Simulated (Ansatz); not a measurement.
# MgS: stress in a strained cell

MgS is deformed so: equal xy, yz and zx engineering shear strains of -2 %. What stress and forces result, by LAPW, PAW and all-electron datasets made for the crystal?

Method: DFT PBEsol, scalar-relativistic, in Ansatz 0.2.0.

### Step 1. Starting point

The structure is cubic, space group Fm-3m (No. 225). Conventional cell: a = 5.203 Å, b = 5.203 Å, c = 5.203 Å, α = 90.00°, β = 90.00°, γ = 90.00°. Mg (site symmetry m-3m) is surrounded by 6 S at 2.60 Å. S (site symmetry m-3m) has 6 Mg at 2.60 Å as nearest neighbours.

As a file:

```cif
data_structure
_symmetry_space_group_name_H-M 'P 1'
_symmetry_Int_Tables_number 1
_cell_length_a 3.6793
_cell_length_b 3.6793
_cell_length_c 3.6793
_cell_angle_alpha 60.000
_cell_angle_beta 60.000
_cell_angle_gamma 60.000
_cell_volume 35.22
loop_
_atom_site_label
_atom_site_type_symbol
_atom_site_fract_x
_atom_site_fract_y
_atom_site_fract_z
_atom_site_occupancy
Mg1 Mg 0.00000 0.00000 0.00000 1
S1 S 0.50000 0.50000 0.50000 1
```

Atoms are numbered in the order of the input: Mg1, S2.

### Step 2. After the deformation

Space group Fm-3m before, R-3m after.

### Step 3. LAPW, all electrons

File input.yaml:

```yaml
crystal:
  lattice:
    - [-0.052033, 2.5756335, 2.5756335]
    - [2.5756335, -0.052033, 2.5756335]
    - [2.5756335, 2.5756335, -0.052033]
  atoms:
    - { symbol: Mg, position: [0.0, 0.0, 0.0] }
    - { symbol: S, position: [0.5, 0.5, 0.5] }
kpoints:
  mp_grid: { grid: [10, 10, 10] }
  band_path:
    path:
      - [0.0, 0.0, 0.0]
      - [0.5, 0.5, 0.5]
      - [0.2551801333, 0.5, 0.7448198667]
      - [-0.2551801333, 0.2551801333, 0.5]
      - [0.0, 0.0, 0.5]
      - [0.0, 0.0, 0.0]
      - [-0.3775900666, 0.0, 0.3775900666]
      - [0.0, 0.3775900666, 0.6224099334]
      - [0.0, 0.5, 0.5]
    npoints: 5
scf:
  occupations: { method: fermi_dirac, width: 0.03 }
hamiltonian:
  xc: pbesol
  pseudopotentials: { kind: all_electron, lapw: { basis_error: 0.00025 } }
output:
  forces: true
  stress: true
  eigenvalues: true
```

Run with:

```console
$ ansatz run input.yaml --threads 1 --pin off --max-ram 3072MiB --backend cpu --events-out ev --progress --plain --runs-dir out
```

### Step 4. PAW on the default files

File input.yaml:

```yaml
crystal:
  lattice:
    - [-0.052033, 2.5756335, 2.5756335]
    - [2.5756335, -0.052033, 2.5756335]
    - [2.5756335, 2.5756335, -0.052033]
  atoms:
    - { symbol: Mg, position: [0.0, 0.0, 0.0] }
    - { symbol: S, position: [0.5, 0.5, 0.5] }
kpoints:
  mp_grid: { grid: [10, 10, 10] }
scf:
  occupations: { method: fermi_dirac, width: 0.03 }
hamiltonian:
  xc: pbesol
  pseudopotentials: { kind: paw }
output:
  forces: true
  stress: true
  eigenvalues: true
  efg: { contact_densities: true }
```

### Step 5. All-electron PAW on datasets made for the crystal

Edit input.yaml of step 4 so:

```diff
@@ -14,3 +14,3 @@
   xc: pbesol
-  pseudopotentials: { kind: paw }
+  pseudopotentials: { kind: all_electron, datasets: crystal }
 output:
```

(Steps that only read results are left out.)

Q: Predict the outcome of this session. Wanted: pressure; largest shear or deviatoric stress.

As calculated:

| quantity | value |
| --- | --- |
| pressure | LAPW -0.94, PAW -0.91, crystal datasets -0.94 GPa |
| largest shear or deviatoric stress (LAPW) | 1.04 GPa |

The largest part of the stress beyond the pressure is 1.04 GPa in size; the atoms are carried along and not relaxed. No run of the undeformed cell stands beside it, so the pressure holds what the given cell had before the change. PAW: stress within 0.02 GPa of LAPW. Crystal datasets: stress within 0.01 GPa of LAPW.
